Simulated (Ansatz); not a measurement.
Working through a rigid torsion scan of H5N2OSb, SMILES [NH2][Sb]([NH2])[OH]

With the Python package of Ansatz (0.2.0).

Run as a notebook:

**Cell 1**
```python
import ansatz as az
from ase import Atoms
```

**Cell 2**
```python
atoms = Atoms(["N", "Sb", "N", "O", "H", "H", "H", "H", "H"], positions=[
    (-0.3426, 1.1779, -1.0434),
    (0.6512, 0.6782, 0.6756),
    (1.4784, -0.975, -0.2887),
    (-0.8268, -0.4158, 1.3471),
    (-0.9107, 0.3705, -1.3962),
    (-1.1081, 1.9404, -0.7661),
    (1.9433, -1.5751, 0.4811),
    (0.7708, -1.5047, -0.7138),
    (-1.567, 0.2573, 1.6873),
])

# relax first, so that the scan starts from a minimum
first = az.Crystal.molecule_from_ase(atoms).calculation()
first = first.basis(gaussian="def2-SVP").functional("pbe0", dispersion="d3bj")
first = first.relax(force_tolerance=0.02, max_steps=80)
atoms.positions = first.run(threads=1).report["positions_ang"]
```

**Cell 3**
```python
start = atoms.get_dihedral(0, 1, 3, 8)
energies = {}
for turn in range(0, 360, 40):
    turned = atoms.copy()
    turned.set_dihedral(0, 1, 3, 8, start + turn, indices=[3, 8])
    setup = az.Crystal.molecule_from_ase(turned).calculation()
    setup = setup.basis(gaussian="def2-SVP")
    setup = setup.functional("pbe0", dispersion="d3bj")
    energies[round((start + turn) % 360)] = setup.run(threads=1).report["free_energy_ev"]
floor = min(energies.values())
print("dihedral N0-Sb1-O3-H8 (deg)   E - E(min) (eV)")
for angle, e in sorted(energies.items()):
    print(f"{angle:8d} {(e - floor):14.3f}  " + "#" * int(30 * (e - floor) / max(max(energies.values()) - floor, 1e-9)))
```
Output:
```text
dihedral N0-Sb1-O3-H8 (deg)   E - E(min) (eV)
       8          0.047  ######################
      48          0.040  ###################
      88          0.047  ######################
     128          0.062  ##############################
     168          0.052  #########################
     208          0.018  ########
     248          0.000
     288          0.019  #########
     328          0.046  ######################
```

The scan is rigid and the energies are electronic, in a modest basis. With rigid groups the curve can differ much from the relaxed path, the start wasn't checked as a minimum of this torsion, and equivalent turns needn't return to the same energy. def2 sets replace the cores of elements past krypton by effective core potentials. It ran for 90 s on 1 thread of Arm Neoverse V1, on a shared host, peak memory 0.28 GiB.
